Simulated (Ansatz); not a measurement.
**ClCu: a pair, distance and slip**

How does the energy of ClCu change over two coordinates at once? A grid of runs gives the map.

Program: Ansatz 0.2.0. Level of theory: RHF/def2-TZVPD. These are calculated values, not measurements.

### 1 The starting structure

2 atoms, charge 0, spin multiplicity 1.

Atoms are counted from 1 here; the program's logs count them from 0.

Bond lengths: Cu1–Cl2 2.080 Å.

Geometry (Å):

```mol
ClCu
  3D, bonds by distance, orders not assigned

  2  1  0  0  0  0  0  0  0  0999 V2000
    0.0000   -0.0000   -1.0399 Cu  0  0
   -0.0000    0.0000    1.0399 Cl  0  0
  1  2  8  0
M  END
```

### 5 Setting up the map

First coordinate, separation of Cl2 and Cu1 along their line in the relaxed pair: 15 values from 1.831 to 4.431 Å. Second coordinate, sideways slip of Cu1: 15 values from −2.200 Å.

Nothing else is relaxed (both partners rigid). Energies count from the two partners as ions far apart, frozen as in the relaxed pair, each in its own basis (no counterpoise correction). Points are written as (first, second).

(The set-up runs are not shown.)

### 6 The run at (1.831 Å, 2.200 Å)

File input.yaml:

```yaml
crystal:
  periodic: [false, false, false]
  atoms:
    - { symbol: Cu, position_ang: [-2.2, 0.0, -0.74101] }
    - { symbol: Cl, position_ang: [0.0, 0.0, 1.08999] }
basis:
  gaussian: { orbitals: def2-TZVPD }
hamiltonian:
  xc: hf
output:
  forces: true
```

On the command line:

```sh
$ ansatz run input.yaml --threads 1 --pin off --max-ram 2560MiB --backend cpu --events-out ev --progress --plain --runs-dir out
```

Further runs follow: the other points that were computed.

Q: Predict the outcome of this session. Wanted: lowest point; highest computed point; largest force on an atom; dipole moment.

As calculated:

```
                       quantity                                                                              value
                   lowest point                                                   (2.132 Å, −0.314 Å), −643 kJ/mol
         highest computed point                                   (4.431 Å, −2.200 Å), 352 kJ/mol above the lowest
largest force on an atom (eV/Å)   0.3 at (2.132 Å, −0.314 Å) to 7.9 at (1.831 Å, 0.000 Å); 0.3 at the lowest point
              dipole moment (D)  5.6 at (1.831 Å, 0.000 Å) to 21.8 at (4.431 Å, −2.200 Å); 6.8 at the lowest point
        time for the whole task                                                   4.1 min on 1 thread, shared host
```

In words: The lowest computed point is at (2.132 Å, −0.314 Å), −643 kJ/mol from the two partners as ions far apart, frozen as in the relaxed pair, each in its own basis (no counterpoise correction). The highest computed point, (4.431 Å, 2.200 Å), lies 352 kJ/mol above the lowest. No counterpoise correction was made, so wells between separate parts tend to come out somewhat too deep.
